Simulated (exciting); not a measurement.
# TcRh (P-6m2) in exciting: equation of state

How stiff is TcRh in PBEsol, and what volume does it want? The cell is scaled to several volumes.

Program: exciting (release sodium). These are calculated values, not measurements. Logs are shortened: lines on timing, memory, paths and dates and some standing lists are left out, and cuts for length are marked.

### Step 1. Starting point

The structure is hexagonal, space group P-6m2 (No. 187). Conventional cell: a = 2.722 Å, b = 2.722 Å, c = 4.331 Å, α = 90.00°, β = 90.00°, γ = 120.00°. Around Rh (site symmetry -6m2) lie 6 Tc at 2.68 Å and 6 Rh at 2.72 Å. Around Tc (site symmetry -6m2) lie 6 Rh at 2.68 Å and 6 Tc at 2.72 Å.

The cell comes from a database or a generator and needn't be the stable form of this composition.

### Step 2. Equation of state, PBEsol, 13.06 Å³/atom (volume scaled by 0.94)

input.xml reads:

```xml
<input>
  <title>TcRh</title>
  <structure speciespath="./" tshift="false">
    <crystal scale="1">
      <basevect>5.038931351465 0.000000000000 0.000000000000</basevect>
      <basevect>-2.519465675638 4.363842558260 0.000000000000</basevect>
      <basevect>0.000000000000 0.000000000000 8.017561726931</basevect>
    </crystal>
    <species speciesfile="Rh.xml" rmt="2.3">
      <atom coord="0.000000000000 0.000000000000 0.500000000000"/>
    </species>
    <species speciesfile="Tc.xml" rmt="2.3">
      <atom coord="0.666666666700 0.333333333300 0.000000000000"/>
    </species>
  </structure>
  <groundstate do="fromscratch" ngridk="11 11 6" rgkmax="9" gmaxvr="14" lmaxapw="10" lmaxmat="10" lmaxvr="8" xctype="GGA_PBE_SOL" stype="Fermi Dirac" swidth="0.00183747" nempty="18" ValenceRelativity="iora*" epsengy="1e-05" epspot="1e-05" maxscl="60" outputlevel="normal"/>
</input>
```

Potentials or basis: all-electron LAPW+lo, shipped species files, valence relativity iora*.

Run with:

```console
> OMP_NUM_THREADS=1 exciting_smp
```

INFO.OUT:

```text
================================================================================
EXCITING SODIUM started
[... 10 lines left out ...]

 Lattice vectors (cartesian) :
      5.0389313515      0.0000000000      0.0000000000
     -2.5194656756      4.3638425583      0.0000000000
      0.0000000000      0.0000000000      8.0175617269

 Reciprocal lattice vectors (cartesian) :
      1.2469281419      0.7199142984     -0.0000000000
      0.0000000000      1.4398285968      0.0000000000
      0.0000000000     -0.0000000000      0.7836778214

 Unit cell volume                           :     176.2989912611
 Brillouin zone volume                      :       1.4069860052

 Species :    1 (Rh)
     parameters loaded from                 :    Rh.xml
     name                                   :    rhodium
     nuclear charge                         :     -45.00000000
     electronic charge                      :      45.00000000
     atomic mass                            :  187585.25100000
     muffin-tin radius                      :       2.30000000
     # of radial points in muffin-tin       :     400

     atomic positions (lattice) :
       1 :   0.00000000  0.00000000  0.50000000

 Species :    2 (Tc)
     parameters loaded from                 :    Tc.xml
     name                                   :    technetium
     nuclear charge                         :     -43.00000000
     electronic charge                      :      43.00000000
     atomic mass                            :  178643.07150000
     muffin-tin radius                      :       2.30000000
     # of radial points in muffin-tin       :     400

     atomic positions (lattice) :
       1 :   0.66666667  0.33333333  0.00000000

 Total number of atoms per unit cell        :       2

 Spin treatment                             :    spin-unpolarised

 Number of Bravais lattice symmetries       :      24
 Number of crystal symmetries               :      12

 k-point grid                               :      11   11    6
 Total number of k-points                   :     104
 k-point set is reduced with crystal symmetries

 R^MT_min * |G+k|_max (rgkmax)              :       9.00000000
 Species with R^MT_min                      :       1 (Rh)
 Maximum |G+k| for APW functions            :       3.91304348
 Maximum |G| for potential and density      :      14.00000000

 G-vector grid sizes                        :      24    24    36
 Total number of G-vectors                  :    8147

 Maximum angular momentum used for
     APW functions                          :      10
     computing H and O matrix elements      :      10
     potential and density                  :       8
     inner part of muffin-tin               :       2

 Total nuclear charge                       :     -88.00000000
 Total electronic charge                    :      88.00000000
 Total core charge                          :      56.00000000
 Total valence charge                       :      32.00000000

 Number of empty states                     :      18
 Total number of valence states             :      35

 Maximum Hamiltonian size                   :     213
 Maximum number of plane-waves              :     187
 Total number of local-orbitals             :      26

 Exchange-correlation type                  :      22
     PBEsol, Phys. Rev. Lett. 100, 136406 (2008)
     Generalised gradient approximation (GGA)

[... 20 lines left out ...]
+ SCF iteration number :    1                                                  +
++++++++++++++++++++++++++++++++++++++++++++++++++++++++++++++++++++++++++++++++
 Total energy                               :     -9046.36386535
 _______________________________________________________________
 Fermi energy                               :         0.57750736
 Kinetic energy                             :      9446.55029312
 Coulomb energy                             :    -18230.25322831
 Exchange energy                            :      -257.35787623
 Correlation energy                         :        -5.30305393

 DOS at Fermi energy (states/Ha/cell)       :        43.86318672

 Electron charges :
     core                                   :        56.00000000
     core leakage                           :         0.00000159
     valence                                :        32.00000000
     interstitial                           :         4.10401382
     charge in muffin-tin spheres :
                  atom     1    Rh          :        43.04204550
                  atom     2    Tc          :        40.85394069
     total charge in muffin-tins            :        83.89598618
     total charge                           :        88.00000000

++++++++++++++++++++++++++++++++++++++++++++++++++++++++++++++++++++++++++++++++
+ SCF iteration number :    2                                                  +
++++++++++++++++++++++++++++++++++++++++++++++++++++++++++++++++++++++++++++++++
 Total energy                               :     -9061.46683398
 _______________________________________________________________
 Fermi energy                               :         0.55781015
 Kinetic energy                             :      9438.25183219
 Coulomb energy                             :    -18236.63913365
 Exchange energy                            :      -257.77643775
 Correlation energy                         :        -5.30309477

 DOS at Fermi energy (states/Ha/cell)       :        47.86222357

 Electron charges :
     core                                   :        56.00000000
     core leakage                           :         0.00000152
     valence                                :        32.00000000
     interstitial                           :         3.85238790
     charge in muffin-tin spheres :
                  atom     1    Rh          :        43.54535405
                  atom     2    Tc          :        40.60225805
     total charge in muffin-tins            :        84.14761210
     total charge                           :        88.00000000

 RMS change in effective potential (target) :  0.867777E-01  ( 0.100000E-04)
 Absolute change in total energy   (target) :   15.1030      ( 0.100000E-04)
 Charge distance                   (target) :  0.120716E-01  ( 0.100000E-04)

++++++++++++++++++++++++++++++++++++++++++++++++++++++++++++++++++++++++++++++++
+ SCF iteration number :    3                                                  +
++++++++++++++++++++++++++++++++++++++++++++++++++++++++++++++++++++++++++++++++
 Total energy                               :     -9063.85220542
 _______________________________________________________________
 Fermi energy                               :         0.54472796
 Kinetic energy                             :      9436.75175046
 Coulomb energy                             :    -18237.48933618
 Exchange energy                            :      -257.81216484
 Correlation energy                         :        -5.30245486

 DOS at Fermi energy (states/Ha/cell)       :        49.72761383

 Electron charges :
     core                                   :        56.00000000
     core leakage                           :         0.00000147
     valence                                :        32.00000000
     interstitial                           :         3.80978532
     charge in muffin-tin spheres :
                  atom     1    Rh          :        42.99623542
                  atom     2    Tc          :        41.19397925
     total charge in muffin-tins            :        84.19021468
     total charge                           :        88.00000000
[... 380 lines left out ...]
 DOS at Fermi energy (states/Ha/cell)       :        53.09977071

 Electron charges :
     core                                   :        56.00000000
     core leakage                           :         0.00000149
     valence                                :        32.00000000
     interstitial                           :         3.71537938
     charge in muffin-tin spheres :
                  atom     1    Rh          :        43.34675018
                  atom     2    Tc          :        40.93787043
     total charge in muffin-tins            :        84.28462062
     total charge                           :        88.00000000

 RMS change in effective potential (target) :  0.206642E-07  ( 0.100000E-04)
 Absolute change in total energy   (target) :  0.280852E-05  ( 0.100000E-04)
 Charge distance                   (target) :  0.797879E-08  ( 0.100000E-04)

++++++++++++++++++++++++++++++++++++++++++++++++++++++++++++++++++++++++++++++++
+ SCF iteration number :   18                                                  +
++++++++++++++++++++++++++++++++++++++++++++++++++++++++++++++++++++++++++++++++
 Total energy                               :     -9067.37051066
 _______________________________________________________________
 Fermi energy                               :         0.53715262
 Kinetic energy                             :      9434.27054144
 Coulomb energy                             :    -18238.40906306
 Exchange energy                            :      -257.92963834
 Correlation energy                         :        -5.30235069

 DOS at Fermi energy (states/Ha/cell)       :        53.09976841

 Electron charges :
     core                                   :        56.00000000
     core leakage                           :         0.00000149
     valence                                :        32.00000000
     interstitial                           :         3.71537936
     charge in muffin-tin spheres :
                  atom     1    Rh          :        43.34675020
                  atom     2    Tc          :        40.93787044
     total charge in muffin-tins            :        84.28462064
     total charge                           :        88.00000000

 RMS change in effective potential (target) :  0.201916E-07  ( 0.100000E-04)
 Absolute change in total energy   (target) :  0.143982E-06  ( 0.100000E-04)
 Charge distance                   (target) :  0.931934E-09  ( 0.100000E-04)

++++++++++++++++++++++++++++++++++++++++++++++++++++++++++++++++++++++++++++++++
| Convergency criteria checked for the last 2 iterations                       +
| Convergence targets achieved. Performing final SCF iteration                 +
++++++++++++++++++++++++++++++++++++++++++++++++++++++++++++++++++++++++++++++++
 Total energy                               :     -9067.37051253
 _______________________________________________________________
 Fermi energy                               :         0.53715262
 Kinetic energy                             :      9434.27054061
 Coulomb energy                             :    -18238.40906405
 Exchange energy                            :      -257.92963840
 Correlation energy                         :        -5.30235069

 DOS at Fermi energy (states/Ha/cell)       :        53.09976771

 Electron charges :
     core                                   :        56.00000000
     core leakage                           :         0.00000149
     valence                                :        32.00000000
     interstitial                           :         3.71537933
     charge in muffin-tin spheres :
                  atom     1    Rh          :        43.34675020
                  atom     2    Tc          :        40.93787047
     total charge in muffin-tins            :        84.28462067
     total charge                           :        88.00000000

++++++++++++++++++++++++++++++++++++++++++++++++++++++++++++++++++++++++++++++++
[... 9 lines left out ...]
| EXCITING SODIUM stopped                                                      =
================================================================================
```

Run time: 2.2 min. Hardware: 1 thread of Arm Neoverse V2, shared host; peak memory 0.13 GiB.

Results:

```
Free energy                                       : -246735.7368 eV
Band gap on the k mesh                            : none (metal or under the smearing width)
All electrons inside the program's atomic spheres : Rh 43.35; Tc 40.94 (radii Rh 2.3, Tc 2.3 bohr)
```

Caveat: the log's total energy holds no entropy term; the free energy is that total less TS from the occupations.

[end of part 1 of 2]
